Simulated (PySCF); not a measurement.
# C6H5Cl: the cost of one run

Programs: PySCF 2.14.0, with routines of our own; each step states its level. All values are computed. Atoms count from 0.

## (1) The system as given

12 atoms, charge 1, multiplicity 2; geometry from: GFN2-xTB.

## (2) Open-shell or spin-flip excitations: unrestricted TDA PBE0/def2-SVPD

Job settings and geometry (Å):

```
{"job": {"kind": "uabs", "xc": "PBE0", "basis": "def2-SVPD", "nstates": 10, "tda": true}, "charge": 1, "multiplicity": 2}
Cl     2.757622     1.079007     0.599262
C      1.223921     0.478997     0.265586
C      0.962104    -0.908508     0.406444
C     -0.293297    -1.389931     0.129293
C     -1.308305    -0.512435    -0.288263
C     -1.052790     0.862104    -0.429647
C      0.196672     1.361760    -0.157738
H      1.752546    -1.568644     0.730527
H     -0.506052    -2.443573     0.231715
H     -2.295966    -0.897594    -0.500477
H     -1.843896     1.522783    -0.752418
H      0.408640     2.415349    -0.260312
```

With the program's defaults for keys left out, this is: unrestricted TDA PBE0/def2-SVPD, vertical, gas phase, core orbitals frozen in the response.

On the command line:

```console
$ OMP_NUM_THREADS=1 python excited_run.py task.json out
```

The driver reads the jobs from task.json and runs them one after another.

Q: Estimate the wall time and peak memory of this first job on 1 thread of Arm Neoverse V1, shared host.

About 51 s, with a peak of 0.62 GiB.
